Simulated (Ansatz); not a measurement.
**C2H2AlF: small, medium and large basis sets**

One table from this session's results is given with a row withheld; the runs are named, their logs left out.

The runs use Ansatz 0.2.0, Gaussian basis; one geometry, several basis sets.

Plan: PBE0-D4/def2-SVP; ωB97M-V/def2-SVP; PBE0-D4/def2-QZVPP; ωB97M-V/def2-QZVPP; the functionals' def2-TZVPP values are taken from earlier runs.

## The relaxed structure

All runs share one geometry, relaxed beforehand with PBE0-D4 in a triple-zeta def2 set.

SMILES `[F][Al]1[CH]=[CH]1`, 6 atoms, charge 0, spin multiplicity 1.

Atoms are counted from 1 here; the program's logs count them from 0.

Bond lengths: F1–Al2 1.638 Å, Al2–C3 1.835 Å, Al2–C4 1.835 Å, C3–C4 1.379 Å, C3–H5 1.089 Å, C4–H6 1.089 Å. Angles: F1–Al2–C3 157.9°, F1–Al2–C4 157.9°, C3–Al2–C4 44.1°, Al2–C3–C4 67.9°, Al2–C3–H5 165.4°, C4–C3–H5 126.7°, Al2–C4–C3 67.9°, Al2–C4–H6 165.4°, C3–C4–H6 126.7°.

Coordinates:

```xyz
6

F    -1.7572   -1.7870    1.2238
Al   -0.7215   -0.7441    0.5008
C     0.8876   -0.0387   -0.0303
C    -0.1793    0.7163   -0.4697
H     1.9429    0.1612   -0.2084
H    -0.1303    1.6283   -1.0625
```

Set-up of the first run:

in.yaml reads:

```yaml
crystal:
  periodic: [false, false, false]
  atoms:
    - {symbol: F, position_ang: [-1.757204, -1.787000, 1.223845]}
    - {symbol: Al, position_ang: [-0.721541, -0.744107, 0.500804]}
    - {symbol: C, position_ang: [0.887555, -0.038694, -0.030274]}
    - {symbol: C, position_ang: [-0.179329, 0.716336, -0.469731]}
    - {symbol: H, position_ang: [1.942868, 0.161182, -0.208393]}
    - {symbol: H, position_ang: [-0.130349, 1.628281, -1.062451]}
basis:
  gaussian: {orbitals: def2-SVP}
hamiltonian: {xc: pbe0, dispersion: d4}
output: {orbitals: {seedname: orbitals}}
```

The run is started by

```
> ansatz run in.yaml --threads 2 --pin off --events-out ev --progress --plain --max-ram 4352MiB
```

Steps of the session up to this table: PBE0-D4 in def2-SVP; ωB97M-V in def2-SVP; PBE0-D4 in def2-QZVPP; ωB97M-V in def2-QZVPP.

One table of the session follows, with a row left open; its other results are not shown here.

It belongs to the step «Density functionals: the series». 

```
functional       basis  HOMO (eV)
   PBE0-D4    def2-SVP      -6.81
   PBE0-D4  def2-TZVPP      -6.87
   PBE0-D4  def2-QZVPP      -6.88
   ωB97M-V    def2-SVP          ?
   ωB97M-V  def2-TZVPP      -9.05
   ωB97M-V  def2-QZVPP      -9.08
```

**Question.** Estimate the row for ωB97M-V, def2-SVP.

**Answer.** HOMO (eV): -8.97. In the column «HOMO (eV)» it lies between ωB97M-V, def2-TZVPP (-9.05) and PBE0-D4, def2-QZVPP (-6.88).
